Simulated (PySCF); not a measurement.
# TaSe₂: structure of the doublet

Aim: relax TaSe₂ as a doublet from a bent start, check by its vibrations whether the end is a minimum, and collect its spectrum and constants.

Program: PySCF 2.14.0. Level of theory: B3LYP, basis Ta def2-SVP with ECP60, Se def2-SVP, scalar-relativistic core potentials, no spin–orbit coupling, density fitting. These are calculated values, not measurements.

**1. Where the work starts**

3 atoms, charge 0, spin multiplicity 2.

Bond lengths: Ta1–Se2 2.330 Å, Ta1–Se3 2.330 Å. Angles: Se2–Ta1–Se3 110.0°.

```xyz
3
charge 0 multiplicity 2
Ta    0.0000    0.0000   -0.6268
Se    1.9086    0.0000    0.7096
Se   -1.9086    0.0000    0.7096
```

**2. Relaxing the doublet from the bent start**

The steps below are one call of a driver around PySCF. For each, scf.py gives the equivalent set-up of the SCF; relaxations use the driver's own optimiser. Before each start the driver seeks the lowest SCF state from one or more starting densities and follows internal instabilities, so scf.py alone need not reach the same state.

The program finds C2v symmetry in the start, which this walk keeps. The walk stops when the largest gradient is under 0.0003 Eh/bohr and the energy has settled too.

scf.py

```python
from pyscf import gto, scf, dft
mol = gto.M(atom='''
Ta     0.000000     0.000000    -0.626798
Se     1.908600    -0.000000     0.709602
Se    -1.908600     0.000000     0.709602''',
    basis={'Ta': 'def2-SVP', 'Se': 'def2-SVP'},
    ecp={'Ta': 'def2-SVP'},
    charge=0, spin=1)
mf = dft.UKS(mol, xc='B3LYP')
mf.grids.atom_grid = (50, 194)
aux = {'Ta': 'def2-universal-JKFIT', 'Se': 'def2-universal-JKFIT'}
mf = mf.density_fit(auxbasis=aux)
mf.kernel()
```

The runs that follow: Frequencies.

**Question.** What will these runs give? Wanted: minimum; geometry; wavenumbers; dipole moment; highest occupied, lowest empty level; polar-tensor charge of Ta1; zero-point energy; atomisation energy; ⟨S²⟩.

The runs gave:

| quantity | value |
| --- | --- |
| minimum | doublet, C2v |
| geometry | Ta–Se 2.300 Å (×2); Se–Ta–Se 108.4° |
| wavenumbers (cm⁻¹) | 106 (a1), 335 (a1), 342 (b2) |
| dipole moment | 4.48 D |
| highest occupied, lowest empty level (either spin) | -6.29, -3.58 eV |
| polar-tensor charge of Ta1 | +0.90 e |
| zero-point energy | 4.7 kJ/mol |
| entropy at 298.15 K | 328.8 J/(mol K) |
| atomisation energy (no zero-point energy) | 892 kJ/mol |
| ⟨S²⟩ | 0.768 |

In words: The molecule stays C2v, as typed, and the end point is a minimum. The strongest infrared band lies at 342 cm⁻¹ (b2, stretch). Most of the spin sits on Ta1 (Mulliken spin 1.25, against 1 for the whole molecule). Only this shape and spin were tried, so other structures or states may lie lower. One determinant may miss the lowest occupation of an open d or f shell. With an element this heavy the missing spin–orbit coupling can shift these numbers.
